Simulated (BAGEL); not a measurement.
# CH5BN2 (SMILES N#C[BH2-][NH3+]) at B3LYP/cc-pVDZ (density fitting with qzvpp-jkfit)

Aim: the energy change on altering one bond length of CH5BN2 at B3LYP/cc-pVDZ (density fitting with qzvpp-jkfit), from 2 runs. 

The calculation is run with BAGEL 1.2.2.

3 further runs of the same task are left out: 2 that didn't finish, 1 set aside as unsound or not needed.

### Step 1. The structure to begin with

CH5BN2: 9 atoms, total charge 0, spin state singlet. As SMILES, `N#C[BH2-][NH3+]`. The shape is that of a GFN2-xTB optimisation.

Bond lengths: N1–C2 1.150 Å, C2–B3 1.550 Å, B3–N4 1.653 Å, B3–H5 1.190 Å, B3–H6 1.190 Å, N4–H7 1.015 Å, N4–H8 1.015 Å, N4–H9 1.015 Å. Some angles: N1–C2–B3 178.1°, C2–B3–N4 104.3°, C2–B3–H5 111.9°, C2–B3–H6 111.9°, N4–B3–H5 106.9°, N4–B3–H6 106.9°, B3–N4–H7 108.8°, B3–N4–H8 108.7°, B3–N4–H9 109.5°, H5–B3–H6 114.2°.

### Step 2. The energy at B3LYP/cc-pVDZ (density fitting with qzvpp-jkfit)

Contents of input.json:

```json
{ "bagel": [

{
  "title": "molecule",
  "basis": "cc-pvdz.json",
  "df_basis": "qzvpp-jkfit",
  "angstrom": true,
  "geometry": [
    { "atom": "N", "xyz": [    2.091020,   -1.138890,   -1.100720 ] },
    { "atom": "C", "xyz": [    1.358000,   -0.360970,   -0.676530 ] },
    { "atom": "B", "xyz": [    0.336910,    0.649520,   -0.093730 ] },
    { "atom": "N", "xyz": [   -0.927070,   -0.289700,    0.408360 ] },
    { "atom": "H", "xyz": [   -0.087930,    1.383130,   -0.929170 ] },
    { "atom": "H", "xyz": [    0.760870,    1.203100,    0.870780 ] },
    { "atom": "H", "xyz": [   -0.589240,   -0.946050,    1.105580 ] },
    { "atom": "H", "xyz": [   -1.291650,   -0.800160,   -0.390120 ] },
    { "atom": "H", "xyz": [   -1.650910,    0.300020,    0.805560 ] }
  ]
},
{ "title": "ks", "xc_func": "b3lyp" },
{ "title": "print", "file": "orbitals.molden", "orbitals": true }

]}
```

The basis set cc-pVDZ is read from a file made from the Basis Set Exchange's data (not shown).

Started as:

```bash
$ BAGEL_NUM_THREADS=1 BAGEL input.json > input.out
```

Output:

```text
* using 1 threads per process

  ===============================================================
  ===============================================================

  *** Geometry ***

  { "atom" : "N", "xyz" : [      3.951455,     -2.152190,     -2.080059 ] },
  { "atom" : "C", "xyz" : [      2.566248,     -0.682134,     -1.278456 ] },
  { "atom" : "B", "xyz" : [      0.636668,      1.227415,     -0.177124 ] },
  { "atom" : "N", "xyz" : [     -1.751908,     -0.547454,      0.771689 ] },
  { "atom" : "H", "xyz" : [     -0.166164,      2.613737,     -1.755877 ] },
  { "atom" : "H", "xyz" : [      1.437836,      2.273530,      1.645536 ] },
  { "atom" : "H", "xyz" : [     -1.113502,     -1.787775,      2.089243 ] },
  { "atom" : "H", "xyz" : [     -2.440865,     -1.512083,     -0.737220 ] },
  { "atom" : "H", "xyz" : [     -3.119768,      0.566956,      1.522288 ] },

  Number of auxiliary basis functions:      394

  Since a DF basis is specified, we compute 2- and 3-index integrals:
    o Being stored without compression. Storage requirement is 0.021 GB

  Number of basis functions:       81
  Number of electrons      :       30

    * METHOD: MOLECULE                             0.22

  *** Kohn-Sham DFT ***

    * Removing 16648 points whose weight is below 1.00e-10
    * Grid points: 117506

  === Nuclear Repulsion ===
    99.7180088559

       - DIIS with orbital gradients will be used.

  === KS iteration (b3lyp / cc-pvdz.json) ===
      0       -148.36737696          0.10680027           0.43
      1       -141.87652544          0.15020270           0.68
      2       -138.51891378          0.12417149           0.42
      3       -137.85416073          0.20189900           0.42
      4       -172.84075223          0.08106483           0.45
      5       -175.32550505          0.02001787           0.43
      6       -174.97428471          0.03503625           0.41
      7       -175.45312061          0.00934397           0.41
      8       -175.48995825          0.00334183           0.42
      9       -175.49410664          0.00153936           0.41
     10       -175.49497911          0.00028082           0.41
     11       -175.49501238          0.00004733           0.41
     12       -175.49501298          0.00002969           0.41
     13       -175.49501340          0.00000263           0.41
     14       -175.49501341          0.00000070           0.41
     15       -175.49501341          0.00000015           0.41
     16       -175.49501341          0.00000004           0.41
     17       -175.49501341          0.00000003           0.41
     18       -175.49501341          0.00000002           0.41
     19       -175.49501341          0.00000001           0.41
    * SCF iteration converged.

    * Permanent dipole moment:
           (    2.575086,     0.246847,    -1.190181) a.u.

    * METHOD: KS                                   9.59

    * METHOD: PRINT                                0.02

  ===============================================================
```

It took 10 s on 1 thread of Intel Xeon Platinum 8259CL at 2.50GHz (Skylake/Cascade Lake), shared host; peak memory 0.42 GiB.

### Step 3. The distorted shape at the same level

Contents of input.json:

```json
{ "bagel": [

{
  "title": "molecule",
  "basis": "cc-pvdz.json",
  "df_basis": "qzvpp-jkfit",
  "angstrom": true,
  "geometry": [
    { "atom": "N", "xyz": [    2.452975,   -1.433779,   -1.299339 ] },
    { "atom": "C", "xyz": [    1.719955,   -0.655859,   -0.875149 ] },
    { "atom": "B", "xyz": [    0.698865,    0.354631,   -0.292349 ] },
    { "atom": "N", "xyz": [   -0.565115,   -0.584589,    0.209741 ] },
    { "atom": "H", "xyz": [    0.274025,    1.088241,   -1.127789 ] },
    { "atom": "H", "xyz": [    1.122825,    0.908211,    0.672161 ] },
    { "atom": "H", "xyz": [   -0.227285,   -1.240939,    0.906961 ] },
    { "atom": "H", "xyz": [   -0.929695,   -1.095049,   -0.588739 ] },
    { "atom": "H", "xyz": [   -1.650910,    0.300020,    0.805560 ] }
  ]
},
{ "title": "ks", "xc_func": "b3lyp" },
{ "title": "print", "file": "orbitals.molden", "orbitals": true }

]}
```

The basis set cc-pVDZ is read from a file made from the Basis Set Exchange's data (not shown).

Started as:

```bash
$ BAGEL_NUM_THREADS=1 BAGEL input.json > input.out
```

Output:

```text
* using 1 threads per process

  ===============================================================
  ===============================================================

  *** Geometry ***

  { "atom" : "N", "xyz" : [      4.635451,     -2.709450,     -2.455395 ] },
  { "atom" : "C", "xyz" : [      3.250244,     -1.239394,     -1.653792 ] },
  { "atom" : "B", "xyz" : [      1.320663,      0.670155,     -0.552460 ] },
  { "atom" : "N", "xyz" : [     -1.067913,     -1.104713,      0.396353 ] },
  { "atom" : "H", "xyz" : [      0.517832,      2.056477,     -2.131212 ] },
  { "atom" : "H", "xyz" : [      2.121832,      1.716270,      1.270200 ] },
  { "atom" : "H", "xyz" : [     -0.429506,     -2.345035,      1.713908 ] },
  { "atom" : "H", "xyz" : [     -1.756869,     -2.069343,     -1.112555 ] },
  { "atom" : "H", "xyz" : [     -3.119768,      0.566956,      1.522288 ] },

  Number of auxiliary basis functions:      394

  Since a DF basis is specified, we compute 2- and 3-index integrals:
    o Being stored without compression. Storage requirement is 0.021 GB

  Number of basis functions:       81
  Number of electrons      :       30

    * METHOD: MOLECULE                             0.23

  *** Kohn-Sham DFT ***

    * Removing 15985 points whose weight is below 1.00e-10
    * Grid points: 118169

  === Nuclear Repulsion ===
    97.9585393782

       - DIIS with orbital gradients will be used.

  === KS iteration (b3lyp / cc-pvdz.json) ===
      0       -148.40806283          0.10476373           0.43
      1       -141.32320884          0.14800084           0.68
      2       -139.09033158          0.12007657           0.41
      3       -139.66942871          0.19410872           0.41
      4       -168.38019222          0.11702755           0.45
      5       -175.08368849          0.02569411           0.42
      6       -172.20497314          0.06771241           0.41
      7       -172.53456371          0.06543364           0.40
      8       -175.25499921          0.01929016           0.40
      9       -175.40572070          0.00396731           0.41
     10       -175.41342278          0.00110353           0.41
     11       -175.41389959          0.00042311           0.41
     12       -175.41392872          0.00030072           0.40
     13       -175.41396856          0.00006277           0.41
     14       -175.41397033          0.00001568           0.40
     15       -175.41397044          0.00000210           0.41
     16       -175.41397044          0.00000111           0.40
     17       -175.41397044          0.00000035           0.41
     18       -175.41397044          0.00000014           0.40
     19       -175.41397044          0.00000002           0.40
     20       -175.41397044          0.00000001           0.40
    * SCF iteration converged.

    * Permanent dipole moment:
           (    2.622637,     0.160066,    -1.220729) a.u.

    * METHOD: KS                                   9.89

    * METHOD: PRINT                                0.02

  ===============================================================
```

Wall time 11 s (1 thread of Intel Xeon Platinum 8259CL at 2.50GHz (Skylake/Cascade Lake), shared host); peak memory 0.43 GiB.

### Step 4. Summary of results

At B3LYP/cc-pVDZ (density fitting with qzvpp-jkfit):

```
                                                         quantity          value
                                        first shape: total energy  -175.49501 Eh
                                       first shape: dipole moment         7.24 D
                                         first shape: HOMO energy       -7.65 eV
                                         first shape: LUMO energy       -0.35 eV
                                       first shape: HOMO–LUMO gap        7.30 eV
                                    distorted shape: total energy  -175.41397 Eh
                                   distorted shape: dipole moment         7.36 D
                                     distorted shape: HOMO energy       -7.63 eV
                                     distorted shape: LUMO energy       -3.31 eV
                                   distorted shape: HOMO–LUMO gap        4.33 eV
energy change with the N4–H9 bond stretched from 1.015 to 1.522 Å       2.205 eV
```

With the N4–H9 bond stretched from 1.015 to 1.522 Å the energy rises by 2.21 eV (51 kcal/mol). The first shape isn't relaxed at this level, so the change isn't measured from a minimum.
